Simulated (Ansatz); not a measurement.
Set up this calculation in Ansatz 0.2.0, as the native input.

- Task: single point
- Functional: PBE
- Potentials or basis: Ansatz PAW
- Cutoff: 420 eV (not typed: the program's choice for these potentials)
- k mesh: 11 × 11 × 1
- Occupations: fermi-dirac, width 0.05 eV
- Spin: collinear spin, ferromagnetic start
- Starting moments: [0.0, 2.0, 0.0, 0.0, 0.0, 2.0, 0.0] μB
- Boundary along the surface normal: dipole_correction
- Miller: [0, 0, 1]
- Bulk formula: CoPdO2

The system is Co2PdO4, a slab with vacuum.

```xyz
7
Lattice="2.8450 0.0000 0.0000 -1.4225 2.4638 0.0000 0.0000 0.0000 22.9095" Properties=species:S:1:pos:R:3 pbc="T T T"
O     0.0000    0.0000    7.5000
Co    0.0000    1.6426    8.4748
O     1.4225    0.8213    9.4495
Pd    1.4225    0.8213   11.4548
O     1.4225    0.8213   13.4600
Co    0.0000    0.0000   14.4348
O     0.0000    1.6426   15.4095
```

The cell isn't the ideal one: the (0 0 1) slab of CoPdO2, cut from the database cell, not relaxed.

One way to write it, as run:

input.yaml

```yaml
crystal:
  lattice:
    - [2.8449990154, 0.0, 0.0]
    - [-1.4224995077, 2.4638414211, 0.0]
    - [0.0, 0.0, 22.909516]
  atoms:
    - { symbol: O, position: [0.0, 0.0, 0.3273748778] }
    - { symbol: Co, position: [0.3333333333, 0.6666666667, 0.3699230486], spin: 2.0 }
    - { symbol: O, position: [0.6666666667, 0.3333333333, 0.4124712194] }
    - { symbol: Pd, position: [0.6666666667, 0.3333333333, 0.5] }
    - { symbol: O, position: [0.6666666667, 0.3333333333, 0.5875287806] }
    - { symbol: Co, position: [0.0, 0.0, 0.6300769514], spin: 2.0 }
    - { symbol: O, position: [0.3333333333, 0.6666666667, 0.6726251222] }
hamiltonian:
  xc: pbe
  pseudopotentials: { kind: paw }
magnetization:
  spin_polarized: true
kpoints:
  mp_grid: { grid: [11, 11, 1] }
scf:
  occupations: { method: fermi_dirac, width: 0.05 }
output:
  forces: true
  eigenvalues: true
efield:
  axis: 3
  dipole_correction: true
  ramp_width: 0.04
```

Potentials or basis: Ansatz PAW.

The run is started by

```bash
$ ansatz run input.yaml --threads 4 --pin off --max-ram 11264MiB --backend cpu --events-out ev --progress --plain --runs-dir out
```

Results of the run:

```
Largest force                   : 1.391 eV/Å
Band gap on the k mesh          : none (metal or under the smearing width)
Net moment                      : -0.99 μB per cell
Absolute moment                 : 1.02 μB per cell
Site moments                    : O -0.06, -0.02; Co -0.36; Pd -0.01 μB
Work function of the upper face : 7.66 eV
Work function of the lower face : 7.66 eV
Dipole across the slab          : 0.000 e·Å
```

Caveat: semilocal functionals often make such compounds metallic where correlation or magnetic order opens a gap, which also shifts bond lengths.

It took 13 s on 4 threads of Arm Neoverse V2 (shared host), peak memory 0.58 GiB.
